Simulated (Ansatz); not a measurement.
# AlHF2 + NH3: a complex and its separated parts

Aim: how far the complex at one end of a reaction step lies below its separated, relaxed parts, level by level.

Method: PBE0-D4/def2-TZVP structures, single points in def2-TZVPP, no counterpoise correction; program: Ansatz 0.2.0, Gaussian basis.

Levels: SPW92, PBE-D4, BLYP-D4, r2SCAN-D4, B97M-V, PBE0-D4, B3LYP-D4, r2SCAN0-D4, BHLYP-D4, CAM-B3LYP-D4, wB97X-V, wB97M-V, B2PLYP, PBE-QIDH, RPA on PBE, Hartree-Fock, MP2, CCSD, CCSD(T).

Correlated methods freeze the cores. B3LYP uses VWN-RPA correlation. B2PLYP carries no dispersion term here.

94 further runs of the same task are left out: 94 set aside as unsound or not needed.

### 1 The starting structure

The complex: 8 atoms, charge 0, spin multiplicity 1.

Atoms are counted from 1 here; the program's logs count them from 0.

Bond lengths: Al1–N2 2.028 Å, Al1–F3 1.668 Å, Al1–F4 1.668 Å, Al1–H6 1.580 Å, N2–H5 1.015 Å, N2–H7 1.016 Å, N2–H8 1.016 Å. Angles: N2–Al1–F3 97.1°, N2–Al1–F4 97.1°, N2–Al1–H6 106.6°, F3–Al1–F4 115.2°, F3–Al1–H6 117.7°, F4–Al1–H6 117.7°, Al1–N2–H5 114.5°, Al1–N2–H7 108.7°, Al1–N2–H8 108.7°, H5–N2–H7 108.3°, H5–N2–H8 108.3°, H7–N2–H8 108.3°.

Geometry (Å):

```xyz
8
charge 0, multiplicity 1
Al   -0.50016   -0.88422    0.22549
N     0.41643    0.87622   -0.19066
F    -0.43069   -1.52196   -1.31457
F     0.64595   -1.46715    1.28848
H    -0.13939    1.69901    0.01743
H    -1.92444   -0.52467    0.80702
H     0.65432    0.89349   -1.17826
H     1.27798    0.92939    0.34517
```

Its parts: AlHF2 holds atoms 1, 3, 4, 6; NH3 holds atoms 2, 5, 7, 8. Each part counts its atoms afresh in its own runs.

### 2 Relaxing AlHF2 alone

File relax-a/in.yaml:

```yaml
crystal:
  periodic: [false, false, false]
  atoms:
    - {symbol: Al, position_ang: [-0.500155, -0.884223, 0.225489]}
    - {symbol: F, position_ang: [-0.430687, -1.521964, -1.314573]}
    - {symbol: F, position_ang: [0.645949, -1.467147, 1.288483]}
    - {symbol: H, position_ang: [-1.924445, -0.524673, 0.807021]}
basis:
  gaussian: {orbitals: def2-TZVP}
hamiltonian: {xc: pbe0, dispersion: d4}
relax: {f_tol: 0.005, max_steps: 200}
```

On the command line:

```sh
ansatz run in.yaml --threads 2 --pin off --events-out ev --progress --plain --max-ram 4352MiB
```

Standard output (excerpt; [...] marks lines left out):

```text
Functional definition: PBE0
  name "PBE0"
  cite "Adamo & Barone, J. Chem. Phys. 110, 6158 (1999) doi:10.1063/1.478522"
  cite "Perdew, Burke & Ernzerhof, Phys. Rev. Lett. 77, 3865 (1996) doi:10.1103/PhysRevLett.77.3865"
  parent pbe
[...]
635 factors; their error is unknown
[...]
mean field -12044.96911428 eV, -442.6444505764 hartree, gradient 3.5e-5 eV, S^2 0.000000; 0 other end points of the search recorded, 0 dependent functions left out
[...]
reference -12044.96914088 eV, -442.6444515540 hartree; 16, 16 occupied and 89, 89 virtual orbitals, 635 factors
[...]
635 factors; their error is unknown
[...]
mean field -12045.21499107 eV, -442.6534863820 hartree, gradient 1.8e-5 eV, S^2 0.000000; 1 other end points of the search recorded, 0 dependent functions left out
[...]
reference -12045.21501805 eV, -442.6534873735 hartree; 16, 16 occupied and 89, 89 virtual orbitals, 635 factors
Total energy: -12045.24895291 eV, -442.6547344565 hartree
Atom 0 at    -0.579679    -1.086366     0.262638 Å, force    -0.000238    -0.000155     0.000102 eV/Å
Atom 1 at    -0.401099    -1.456560    -1.323836 Å, force     0.001167    -0.000246     0.000730 eV/Å
Atom 2 at     0.672472    -1.401902     1.271791 Å, force     0.000315    -0.000290    -0.001332 eV/Å
Atom 3 at    -1.901031    -0.453179     0.795827 Å, force    -0.001244     0.000691     0.000500 eV/Å
Dipole moment:    -0.239585     0.114872     0.096675 e Å
```

It took 7.5 s on 2 threads of Intel Xeon Platinum 8488C, shared host.

Relaxation path:

| step | energy from step 1 (eV) | largest force component (eV/Å) |
| --- | --- | --- |
| 1 | 0.0000 | 1.8462 |
| 2 | -0.1947 | 1.0100 |
| 3 | -0.2390 | 0.4276 |
| 4 | -0.2457 | 0.0923 |
| 5 | -0.2458 | 0.0556 |
| 6 | -0.2459 | 0.0013 |

Close pairs (by a distance rule), those that changed most:

| bond | before (Å) | after (Å) | change (Å) |
| --- | --- | --- | --- |
| Al1–F2 | 1.668 | 1.639 | -0.029 |
| Al1–F3 | 1.668 | 1.639 | -0.029 |
| Al1–H4 | 1.580 | 1.559 | -0.021 |

### 3 Relaxing NH3 alone

File relax-b/in.yaml:

```yaml
crystal:
  periodic: [false, false, false]
  atoms:
    - {symbol: N, position_ang: [0.416431, 0.876221, -0.190662]}
    - {symbol: H, position_ang: [-0.139394, 1.699007, 0.017430]}
    - {symbol: H, position_ang: [0.654316, 0.893487, -1.178262]}
    - {symbol: H, position_ang: [1.277985, 0.929391, 0.345173]}
basis:
  gaussian: {orbitals: def2-TZVP}
hamiltonian: {xc: pbe0, dispersion: d4}
relax: {f_tol: 0.005, max_steps: 200}
```

On the command line:

```sh
ansatz run in.yaml --threads 2 --pin off --events-out ev --progress --plain --max-ram 4352MiB
```

Standard output (excerpt; [...] marks lines left out):

```text
[... 5 set-up lines as earlier in the session ...]
[...]
287 factors; their error is unknown
[...]
mean field -1537.79600713 eV, -56.5129609066 hartree, gradient 1.7e-5 eV, S^2 0.000000; 0 other end points of the search recorded, 0 dependent functions left out
[...]
Total energy: -1537.80844355 eV, -56.5134179363 hartree
Atom 0 at     0.410082     0.864774    -0.187811 Å, force    -0.000284    -0.000239     0.000127 eV/Å
Atom 1 at    -0.129616     1.697538     0.013487 Å, force    -0.000019     0.000120     0.000001 eV/Å
Atom 2 at     0.656009     0.900129    -1.169419 Å, force     0.000101     0.000059    -0.000184 eV/Å
Atom 3 at     1.272863     0.935665     0.337423 Å, force     0.000202     0.000061     0.000056 eV/Å
Dipole moment:     0.177997     0.293738    -0.079793 e Å
```

Wall time 1.3 s (2 threads of Intel Xeon Platinum 8488C, shared host).

Relaxation path:

| step | energy from step 1 (eV) | largest force component (eV/Å) |
| --- | --- | --- |
| 1 | 0.0000 | 0.2211 |
| 2 | -0.0028 | 0.0732 |
| 3 | -0.0033 | 0.0258 |
| 4 | -0.0033 | 0.0003 |

Distances of close pairs at the start and the end, largest changes first:

| bond | before (Å) | after (Å) | change (Å) |
| --- | --- | --- | --- |
| N1–H3 | 1.016 | 1.013 | -0.003 |
| N1–H4 | 1.016 | 1.013 | -0.003 |
| N1–H2 | 1.015 | 1.013 | -0.002 |

### 4 SPW92/def2-TZVPP

File parta/in.yaml:

```yaml
crystal:
  periodic: [false, false, false]
  atoms:
    - {symbol: Al, position_ang: [-0.579679, -1.086366, 0.262638]}
    - {symbol: F, position_ang: [-0.401099, -1.456560, -1.323836]}
    - {symbol: F, position_ang: [0.672472, -1.401902, 1.271791]}
    - {symbol: H, position_ang: [-1.901031, -0.453179, 0.795827]}
basis:
  gaussian: {orbitals: def2-TZVPP}
hamiltonian: {xc: lda}
```

File partb/in.yaml:

```yaml
crystal:
  periodic: [false, false, false]
  atoms:
    - {symbol: N, position_ang: [0.410082, 0.864774, -0.187811]}
    - {symbol: H, position_ang: [-0.129616, 1.697538, 0.013487]}
    - {symbol: H, position_ang: [0.656009, 0.900129, -1.169419]}
    - {symbol: H, position_ang: [1.272863, 0.935665, 0.337423]}
basis:
  gaussian: {orbitals: def2-TZVPP}
hamiltonian: {xc: lda}
```

One command serves all of them, each in its own folder.

On the command line:

```sh
ansatz run in.yaml --threads 2 --pin off --events-out ev --progress --plain --max-ram 4352MiB
```

Output in parta (excerpt; [...] marks lines left out):

```text
Functional definition: SPW92
  name "SPW92"
  cite "Dirac, Proc. Camb. Phil. Soc. 26, 376 (1930) doi:10.1017/S0305004100016108"
  cite "Slater, Phys. Rev. 81, 385 (1951) doi:10.1103/PhysRev.81.385"
  cite "Perdew & Wang, Phys. Rev. B 45, 13244 (1992) doi:10.1103/PhysRevB.45.13244"
[...]
640 factors; their error is unknown
[...]
mean field -11990.16678643 eV, -440.6305021742 hartree, gradient 1.7e-5 eV, S^2 0.000000; 0 other end points of the search recorded, 0 dependent functions left out
reference -11990.16682059 eV, -440.6305034297 hartree; 16, 16 occupied and 102, 102 virtual orbitals, 640 factors
Total energy: -11990.16682059 eV, -440.6305034297 hartree
```

Log of partb (excerpt; [...] marks lines left out):

```text
[... 5 set-up lines as earlier in the session ...]
[...]
332 factors; their error is unknown
[...]
mean field -1526.58937950 eV, -56.1011249371 hartree, gradient 8.6e-5 eV, S^2 0.000000; 0 other end points of the search recorded, 0 dependent functions left out
reference -1526.58939890 eV, -56.1011256500 hartree; 5, 5 occupied and 68, 68 virtual orbitals, 332 factors
Total energy: -1526.58939890 eV, -56.1011256500 hartree
```

They took 0.81 s (parta), 0.2 s (partb) on 2 threads of Intel Xeon Platinum 8488C, shared host.

### 5 PBE-D4/def2-TZVPP

The same edit goes into each in.yaml of step 4 (parta, partb):

```diff
-hamiltonian: {xc: lda}
+hamiltonian: {xc: pbe, dispersion: d4}
```

Each run has its own folder and the same command.

On the command line:

```sh
ansatz run in.yaml --threads 2 --pin off --events-out ev --progress --plain --max-ram 4352MiB
```

Log of parta (excerpt; [...] marks lines left out):

```text
Functional definition: PBE
  name "PBE"
[... 2 set-up lines as earlier in the session ...]
[...]
640 factors; their error is unknown
[...]
mean field -12044.62648309 eV, -442.6318591127 hartree, gradient 2.0e-5 eV, S^2 0.000000; 0 other end points of the search recorded, 0 dependent functions left out
reference -12044.62651978 eV, -442.6318604610 hartree; 16, 16 occupied and 102, 102 virtual orbitals, 640 factors
Total energy: -12044.66747063 eV, -442.6333653768 hartree
```

partb printed (excerpt; [...] marks lines left out):

```text
[... 4 set-up lines as earlier in the session ...]
[...]
332 factors; their error is unknown
[...]
mean field -1537.73152059 eV, -56.5105910699 hartree, gradient 5.9e-5 eV, S^2 0.000000; 0 other end points of the search recorded, 0 dependent functions left out
reference -1537.73154094 eV, -56.5105918176 hartree; 5, 5 occupied and 68, 68 virtual orbitals, 332 factors
Total energy: -1537.74291881 eV, -56.5110099469 hartree
```

They took 0.65 s (parta), 0.25 s (partb) on 2 threads of Intel Xeon Platinum 8488C, shared host.

### 6 BLYP-D4/def2-TZVPP

Each input of step 5 (parta, partb) changes in the same lines:

```diff
-hamiltonian: {xc: pbe, dispersion: d4}
+hamiltonian: {xc: {name: BLYP}, dispersion: d4}
```

The same command starts each run, in its folder.

On the command line:

```sh
ansatz run in.yaml --threads 2 --pin off --events-out ev --progress --plain --max-ram 4352MiB
```

Output in parta (excerpt; [...] marks lines left out):

```text
Functional definition: BLYP
  name "BLYP"
  cite "Becke, Phys. Rev. A 38, 3098 (1988) doi:10.1103/PhysRevA.38.3098"
  cite "Lee, Yang & Parr, Phys. Rev. B 37, 785 (1988) doi:10.1103/PhysRevB.37.785"
[...]
640 factors; their error is unknown
[...]
mean field -12053.47305388 eV, -442.9569645926 hartree, gradient 3.3e-5 eV, S^2 0.000000; 0 other end points of the search recorded, 0 dependent functions left out
reference -12053.47333036 eV, -442.9569747532 hartree; 16, 16 occupied and 102, 102 virtual orbitals, 640 factors
Total energy: -12053.56543623 eV, -442.9603595812 hartree
```

Output in partb (excerpt; [...] marks lines left out):

```text
[... 4 set-up lines as earlier in the session ...]
[...]
332 factors; their error is unknown
[...]
mean field -1539.10791011 eV, -56.5611724516 hartree, gradient 5.7e-5 eV, S^2 0.000000; 0 other end points of the search recorded, 0 dependent functions left out
reference -1539.10809568 eV, -56.5611792714 hartree; 5, 5 occupied and 68, 68 virtual orbitals, 332 factors
Total energy: -1539.13554485 eV, -56.5621880097 hartree
```

Wall times: 0.91 s (parta), 0.3 s (partb) on 2 threads of Intel Xeon Platinum 8488C, shared host.

### 7 r2SCAN-D4/def2-TZVPP

Each input of step 6 (parta, partb) changes in the same lines:

```diff
-hamiltonian: {xc: {name: BLYP}, dispersion: d4}
+hamiltonian: {xc: r2scan, dispersion: d4}
```

Each run has its own folder and the same command.

On the command line:

```sh
ansatz run in.yaml --threads 2 --pin off --events-out ev --progress --plain --max-ram 4352MiB
```

Output in parta (excerpt; [...] marks lines left out):

```text
Functional definition: r2SCAN
  name "r2SCAN"
  cite "Furness, Kaplan, Ning, Perdew & Sun, J. Phys. Chem. Lett. 11, 8208 (2020) doi:10.1021/acs.jpclett.0c02405"
  cite "Furness, Kaplan, Ning, Perdew & Sun, J. Phys. Chem. Lett. 11, 9248 (2020) doi:10.1021/acs.jpclett.0c03077"
  parent r2scan
[...]
640 factors; their error is unknown
[...]
mean field -12050.68378939 eV, -442.8544610132 hartree, gradient 6.6e-6 eV, S^2 0.000000; 0 other end points of the search recorded, 0 dependent functions left out
reference -12050.68380065 eV, -442.8544614270 hartree; 16, 16 occupied and 102, 102 virtual orbitals, 640 factors
Total energy: -12050.69285100 eV, -442.8547940214 hartree
```

partb printed (excerpt; [...] marks lines left out):

```text
[... 5 set-up lines as earlier in the session ...]
[...]
332 factors; their error is unknown
[...]
mean field -1538.76470114 eV, -56.5485597548 hartree, gradient 3.1e-5 eV, S^2 0.000000; 0 other end points of the search recorded, 0 dependent functions left out
reference -1538.76470760 eV, -56.5485599920 hartree; 5, 5 occupied and 68, 68 virtual orbitals, 332 factors
Total energy: -1538.76742053 eV, -56.5486596906 hartree
```

They took 1.2 s (parta), 0.5 s (partb) on 2 threads of Intel Xeon Platinum 8488C, shared host.

### 8 B97M-V/def2-TZVPP

The same edit goes into each in.yaml of step 7 (parta, partb):

```diff
-hamiltonian: {xc: r2scan, dispersion: d4}
+hamiltonian: {xc: {name: B97M-V}}
```

The same command starts each run, in its folder.

On the command line:

```sh
ansatz run in.yaml --threads 2 --pin off --events-out ev --progress --plain --max-ram 4352MiB
```

parta printed (excerpt; [...] marks lines left out):

```text
Functional definition: B97M-V
  name "B97M-V"
  cite "Mardirossian & Head-Gordon, J. Chem. Phys. 142, 074111 (2015) doi:10.1063/1.4907719"
  cite "Becke, J. Chem. Phys. 107, 8554 (1997) doi:10.1063/1.475007"
  cite "Vydrov & Van Voorhis, J. Chem. Phys. 133, 244103 (2010) doi:10.1063/1.3521275"
  # Of w^i u^j: cxij and so on, Table III.
[...]
  gx(w, u) = cx00 + cx01*u + cx02*u^2 + (cx10 + cx11*u)*w
[...]
  gos(w, u) = cos00 + cos01*u + cos03*u^3 + cos10*w + cos32*w^3*u^2
[...]
      + integral(e_c_pw_mod_opposite_spin*gos(b97_w_opposite, b97_u_opposite)) + vv10(b, c)
640 factors; their error is unknown
[...]
mean field -12050.11487891 eV, -442.8335539389 hartree, gradient 4.8e-6 eV, S^2 0.000000; 0 other end points of the search recorded, 0 dependent functions left out
reference -12050.11493336 eV, -442.8335559395 hartree; 16, 16 occupied and 102, 102 virtual orbitals, 640 factors
Total energy: -12050.11493336 eV, -442.8335559395 hartree
```

Output in partb (excerpt; [...] marks lines left out):

```text
[... 5 set-up lines as earlier in the session ...]
  # Of w^i u^j: cxij and so on, Table III.
[...]
  gx(w, u) = cx00 + cx01*u + cx02*u^2 + (cx10 + cx11*u)*w
[...]
  gos(w, u) = cos00 + cos01*u + cos03*u^3 + cos10*w + cos32*w^3*u^2
[...]
      + integral(e_c_pw_mod_opposite_spin*gos(b97_w_opposite, b97_u_opposite)) + vv10(b, c)
332 factors; their error is unknown
[...]
mean field -1539.38743875 eV, -56.5714449399 hartree, gradient 4.5e-5 eV, S^2 0.000000; 0 other end points of the search recorded, 0 dependent functions left out
reference -1539.38747158 eV, -56.5714461462 hartree; 5, 5 occupied and 68, 68 virtual orbitals, 332 factors
Total energy: -1539.38747158 eV, -56.5714461462 hartree
```

They took 2.2 s (parta), 0.8 s (partb) on 2 threads of Intel Xeon Platinum 8488C, shared host.

### 9 PBE0-D4/def2-TZVPP

Each input of step 8 (parta, partb) changes in the same lines:

```diff
-hamiltonian: {xc: {name: B97M-V}}
+hamiltonian: {xc: pbe0, dispersion: d4}
+output: {orbitals: {seedname: orbitals}}
```

The same command starts each run, in its folder.

On the command line:

```sh
ansatz run in.yaml --threads 2 --pin off --events-out ev --progress --plain --max-ram 4352MiB
```

Output in parta (excerpt; [...] marks lines left out):

```text
[... 5 set-up lines as earlier in the session ...]
[...]
671 factors; their error is unknown
[...]
mean field -12045.22611891 eV, -442.6538953225 hartree, gradient 6.7e-6 eV, S^2 0.000000; 0 other end points of the search recorded, 0 dependent functions left out
reference -12045.22614571 eV, -442.6538963075 hartree; 16, 16 occupied and 102, 102 virtual orbitals, 671 factors
Total energy: -12045.26008057 eV, -442.6551433905 hartree
```

Log of partb (excerpt; [...] marks lines left out):

```text
[... 5 set-up lines as earlier in the session ...]
[...]
332 factors; their error is unknown
[...]
mean field -1537.87184140 eV, -56.5157477644 hartree, gradient 9.8e-6 eV, S^2 0.000000; 0 other end points of the search recorded, 0 dependent functions left out
reference -1537.87185731 eV, -56.5157483493 hartree; 5, 5 occupied and 68, 68 virtual orbitals, 332 factors
Total energy: -1537.88097302 eV, -56.5160833455 hartree
```

Times: 0.96 s (parta), 0.3 s (partb) on 2 threads of Intel Xeon Platinum 8488C, shared host.

### 10 B3LYP-D4/def2-TZVPP

Each input of step 9 (parta, partb) changes in the same lines:

```diff
-hamiltonian: {xc: pbe0, dispersion: d4}
-output: {orbitals: {seedname: orbitals}}
+hamiltonian: {xc: {name: B3LYP}, dispersion: d4}
```

Each run has its own folder and the same command.

On the command line:

```sh
ansatz run in.yaml --threads 2 --pin off --events-out ev --progress --plain --max-ram 4352MiB
```

parta printed (excerpt; [...] marks lines left out):

```text
Functional definition: B3LYP
  name "B3LYP"
  cite "Stephens, Devlin, Chabalowski & Frisch, J. Phys. Chem. 98, 11623 (1994) doi:10.1021/j100096a001"
[... 2 set-up lines as earlier in the session ...]
  cite "Vosko, Wilk & Nusair, Can. J. Phys. 58, 1200 (1980) doi:10.1139/p80-159"
[...]
664 factors; their error is unknown
[...]
mean field -12054.36781488 eV, -442.9898464530 hartree, gradient 2.9e-5 eV, S^2 0.000000; 0 other end points of the search recorded, 0 dependent functions left out
reference -12054.36801995 eV, -442.9898539892 hartree; 16, 16 occupied and 102, 102 virtual orbitals, 664 factors
Total energy: -12054.43497274 eV, -442.9923144587 hartree
```

Output in partb (excerpt; [...] marks lines left out):

```text
[... 6 set-up lines as earlier in the session ...]
[...]
332 factors; their error is unknown
[...]
mean field -1539.85469662 eV, -56.5886163497 hartree, gradient 1.5e-5 eV, S^2 0.000000; 0 other end points of the search recorded, 0 dependent functions left out
reference -1539.85483623 eV, -56.5886214805 hartree; 5, 5 occupied and 68, 68 virtual orbitals, 332 factors
Total energy: -1539.87289696 eV, -56.5892851999 hartree
```

Wall times: 1.2 s (parta), 0.3 s (partb) on 2 threads of Intel Xeon Platinum 8488C, shared host.

### 11 r2SCAN0-D4/def2-TZVPP

The same edit goes into each in.yaml of step 10 (parta, partb):

```diff
-hamiltonian: {xc: {name: B3LYP}, dispersion: d4}
+hamiltonian: {xc: {name: r2SCAN0}, dispersion: d4}
```

One command serves all of them, each in its own folder.

On the command line:

```sh
ansatz run in.yaml --threads 2 --pin off --events-out ev --progress --plain --max-ram 4352MiB
```

Output in parta (excerpt; [...] marks lines left out):

```text
Functional definition: r2SCAN0
  name "r2SCAN0"
  cite "Bursch, Neugebauer, Ehlert & Grimme, J. Chem. Phys. 156, 134105 (2022) doi:10.1063/5.0086040"
[... 3 set-up lines as earlier in the session ...]
[...]
671 factors; their error is unknown
[...]
mean field -12049.81447988 eV, -442.8225144780 hartree, gradient 2.3e-5 eV, S^2 0.000000; 0 other end points of the search recorded, 0 dependent functions left out
reference -12049.81448865 eV, -442.8225148002 hartree; 16, 16 occupied and 102, 102 virtual orbitals, 671 factors
Total energy: -12049.82524509 eV, -442.8229100920 hartree
```

Log of partb (excerpt; [...] marks lines left out):

```text
[... 6 set-up lines as earlier in the session ...]
[...]
332 factors; their error is unknown
[...]
mean field -1538.56925006 eV, -56.5413770601 hartree, gradient 3.8e-5 eV, S^2 0.000000; 0 other end points of the search recorded, 0 dependent functions left out
reference -1538.56925515 eV, -56.5413772470 hartree; 5, 5 occupied and 68, 68 virtual orbitals, 332 factors
Total energy: -1538.57225645 eV, -56.5414875427 hartree
```

Wall times: 1.4 s (parta), 0.5 s (partb) on 2 threads of Intel Xeon Platinum 8488C, shared host.

### 12 BHLYP-D4/def2-TZVPP

Each input of step 11 (parta, partb) changes in the same lines:

```diff
-hamiltonian: {xc: {name: r2SCAN0}, dispersion: d4}
+hamiltonian: {xc: {name: BHLYP}, dispersion: d4}
```

The same command starts each run, in its folder.

On the command line:

```sh
ansatz run in.yaml --threads 2 --pin off --events-out ev --progress --plain --max-ram 4352MiB
```

Output in parta (excerpt; [...] marks lines left out):

```text
Functional definition: BHLYP
  name "BHLYP"
  cite "Becke, J. Chem. Phys. 98, 1372 (1993) doi:10.1063/1.464304"
[... 2 set-up lines as earlier in the session ...]
[...]
714 factors; their error is unknown
[...]
mean field -12051.85107634 eV, -442.8973580174 hartree, gradient 8.2e-5 eV, S^2 0.000000; 0 other end points of the search recorded, 0 dependent functions left out
reference -12051.85121163 eV, -442.8973629893 hartree; 16, 16 occupied and 102, 102 virtual orbitals, 714 factors
Total energy: -12051.90271628 eV, -442.8992557504 hartree
```

partb printed (excerpt; [...] marks lines left out):

```text
[... 5 set-up lines as earlier in the session ...]
[...]
346 factors; their error is unknown
[...]
mean field -1538.73563298 eV, -56.5474915195 hartree, gradient 7.6e-5 eV, S^2 0.000000; 0 other end points of the search recorded, 0 dependent functions left out
reference -1538.73572963 eV, -56.5474950712 hartree; 5, 5 occupied and 68, 68 virtual orbitals, 346 factors
Total energy: -1538.74642972 eV, -56.5478882924 hartree
```

Times: 0.75 s (parta), 0.3 s (partb) on 2 threads of Intel Xeon Platinum 8488C, shared host.

(Part 1 of 2 ends here.)
